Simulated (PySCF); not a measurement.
# [LaCl4]−: other functionals and bases at one geometry

The task here is to estimate one member of a computed series from the others.

Program: PySCF 2.14.0. Level of theory: several levels, as the steps say, no spin–orbit coupling. These are calculated values, not measurements.

1 further run of the same task is left out (for a known fault of the program).

### Starting geometry

5 atoms, charge -1, spin multiplicity 1.

Bond lengths: La1–Cl2 2.670 Å, La1–Cl3 2.670 Å, La1–Cl4 2.670 Å, La1–Cl5 2.670 Å. Angles: Cl2–La1–Cl3 109.5°, Cl2–La1–Cl4 109.5°, Cl2–La1–Cl5 109.5°, Cl3–La1–Cl4 109.5°, Cl3–La1–Cl5 109.5°, Cl4–La1–Cl5 109.5°.

As a file:

```csv
atom,x (Å),y (Å),z (Å)
La1,0.0000,0.0000,0.0000
Cl2,1.5415,1.5415,1.5415
Cl3,-1.5415,-1.5415,1.5415
Cl4,1.5415,-1.5415,-1.5415
Cl5,-1.5415,1.5415,-1.5415
```

Formal oxidation states: La +3. The 4f shell is empty and lies in the core potential. An earlier session relaxed this geometry at PBE0, La lcecp-1-SVP with ECP46, Cl def2-SVP (singlet, point group Td).

At PBE0 on the finer grid: E = -1871.665448 Eh, HOMO -4.57 eV, LUMO 3.02 eV, Mulliken charge on La1 +0.81 e, largest force component 0.002 eV/Å. The large-core potential holds the 4f shell empty.

Levels to run: TPSSh; BLYP; PBE0, TZVP. Hardware: 2 threads of Arm Neoverse V2, shared host.

The first run:

Contents of run.py (the lines that set the calculation):

```python
mol = gto.M(atom='''
La     0.00000     0.00000     0.00000
Cl     1.54151     1.54151     1.54151
Cl    -1.54151    -1.54151     1.54151
Cl     1.54151    -1.54151    -1.54151
Cl    -1.54151     1.54151    -1.54151''',
    basis={'La': 'lcecp-1-SVP', 'Cl': 'def2-SVP'},
    ecp={'La': 'lcecp-1-SVP'},
    charge=-1, spin=0)
mf = dft.RKS(mol, xc='TPSSH')
mf.grids.atom_grid = (75, 302)  # f atoms: unpruned, at least (60, 302)
mf = mf.density_fit()  # fitting sets: La AutoAux, Cl def2-universal-JKFIT
mf.conv_tol = 1e-08; mf.max_cycle = 55
mf.kernel(dm0)  # dm0: the density of the relaxed state
```

Launch:

```bash
OMP_NUM_THREADS=2 python run.py
```

Among the steps run: TPSSh; BLYP; PBE0, TZVP.

One of the session's tables, all rows but one given; the rest of the session is left out.

```
              level  HOMO (eV)  gap (eV)  charge on La1 (e)  largest force component (eV/Å)
PBE0 (relaxed here)      -4.57      7.59               0.81                            0.00
              TPSSh      -3.86      6.74               0.83                            0.07
               BLYP          ?         ?                  ?                               ?
         PBE0, TZVP      -4.84      7.76               1.34                            0.00
```

Estimate the missing values for BLYP.

**Answer.** HOMO (eV): -2.87; gap (eV): 5.43; charge on La1 (e): 0.55; largest force component (eV/Å): 0.17. In the column «HOMO (eV)» it is the highest.

In one basis the HOMO–LUMO gap runs from 5.43 eV (BLYP) to 7.59 eV (PBE0). The largest leftover force, 0.17 eV/Å with BLYP, stands at a geometry relaxed at another level. With 4f in the core, its levels are missing from HOMO and gap, and its count is fixed, so no charge can pass from the ligands into it. Total energies of different levels can't be compared.
